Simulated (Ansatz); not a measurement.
**CH₇NSi₂: up Jacob's ladder to CCSD(T)**

An exercise on one series of results from a longer session: the logs are not shown, and one member is left open.

Method: functionals in def2-TZVPP, the program's frozen cores in correlated methods; program: Ansatz 0.2.0, Gaussian basis.

Levels to be run: LDA (SPW92), PBE-D4, revPBE-D4, BLYP-D4, r2SCAN-D4, B97M-V, PBE0-D4, B3LYP-D4, r2SCANh-D4, r2SCAN0-D4, HSE06-D4, BHLYP-D4, CAM-B3LYP-D4, LC-ωPBE, ωB97X-V, ωB97M-V, B2PLYP, PBE-QIDH; CCSD(T)/def2-SVP; CCSD(T)/def2-TZVPP; MP2/def2-QZVPP; extrapolation to the limit; RPA on PBE.

## Structure used throughout

All runs share one geometry, relaxed beforehand with PBE0-D4 in a triple-zeta def2 set.

11 atoms, charge 0, spin multiplicity 1.

Atoms are counted from 1 here; the program's logs count them from 0.

Bond lengths: N1–C2 1.279 Å, N1–H5 1.026 Å, C2–Si3 1.900 Å, C2–Si4 1.898 Å, Si3–H6 1.488 Å, Si3–H7 1.487 Å, Si3–H8 1.487 Å, Si4–H9 1.488 Å, Si4–H10 1.481 Å, Si4–H11 1.488 Å. Angles: C2–N1–H5 111.9°, N1–C2–Si3 122.6°, N1–C2–Si4 116.2°, Si3–C2–Si4 121.2°, C2–Si3–H6 107.3°, C2–Si3–H7 110.4°, C2–Si3–H8 110.4°, H6–Si3–H7 110.2°, H6–Si3–H8 110.2°, H7–Si3–H8 108.4°, C2–Si4–H9 108.8°, C2–Si4–H10 110.2°, C2–Si4–H11 108.8°, H9–Si4–H10 110.7°, H9–Si4–H11 107.6°, H10–Si4–H11 110.7°.

Set-up of the first run:

Contents of in.yaml:

```yaml
crystal:
  periodic: [false, false, false]
  atoms:
    - {symbol: N, position_ang: [-0.319083, 1.677858, -0.627152]}
    - {symbol: C, position_ang: [-0.110188, 0.487058, -0.210671]}
    - {symbol: Si, position_ang: [0.975718, 0.105732, 1.301021]}
    - {symbol: Si, position_ang: [-0.950903, -0.903023, -1.191375]}
    - {symbol: H, position_ang: [0.164802, 2.375225, -0.050801]}
    - {symbol: H, position_ang: [1.471997, 1.405967, 1.828686]}
    - {symbol: H, position_ang: [2.119100, -0.760911, 0.911084]}
    - {symbol: H, position_ang: [0.184264, -0.602819, 2.341218]}
    - {symbol: H, position_ang: [-1.832813, -1.672348, -0.271784]}
    - {symbol: H, position_ang: [-1.732258, -0.334947, -2.314424]}
    - {symbol: H, position_ang: [0.094861, -1.834691, -1.695005]}
basis:
  gaussian: {orbitals: def2-TZVPP}
hamiltonian: {xc: lda}
output: {orbitals: {seedname: orbitals}}
```

Started as:

```sh
ansatz run in.yaml --threads 2 --pin off --events-out ev --progress --plain --max-ram 4352MiB
```

Among the steps run: LDA; PBE-D4 (GGA); revPBE-D4 (GGA); BLYP-D4 (GGA); r2SCAN-D4 (meta-GGA); B97M-V (meta-GGA); B3LYP-D4 (hybrid); r2SCANh-D4 (hybrid); r2SCAN0-D4 (hybrid); HSE06-D4 (hybrid); BHLYP-D4 (hybrid); CAM-B3LYP-D4 (range-separated); LC-ωPBE (range-separated); ωB97X-V (range-separated); ωB97M-V (range-separated); B2PLYP (double hybrid); PBE-QIDH (double hybrid).

One of the session's tables, all rows but one given; the rest of the session is left out.

```
  functional  HOMO (eV)  gap (eV)
 LDA (SPW92)      -5.76      3.09
      PBE-D4      -5.68      3.21
   revPBE-D4      -5.63      3.24
     BLYP-D4      -5.57      3.27
   r2SCAN-D4      -5.91      3.60
      B97M-V      -6.17      3.83
     PBE0-D4      -7.00      5.61
    B3LYP-D4      -6.79      5.19
  r2SCANh-D4      -6.41      4.50
  r2SCAN0-D4      -7.16      5.84
    HSE06-D4      -6.60      4.82
    BHLYP-D4      -8.26      8.10
CAM-B3LYP-D4      -8.36      8.22
     LC-ωPBE      -9.66     10.68
     ωB97X-V          ?         ?
     ωB97M-V      -9.24     10.09
```

**Question.** Estimate the row for ωB97X-V.

As computed: HOMO (eV): -9.35; gap (eV): 10.29. In the column «HOMO (eV)» it lies between LC-ωPBE (-9.66) and ωB97M-V (-9.24).
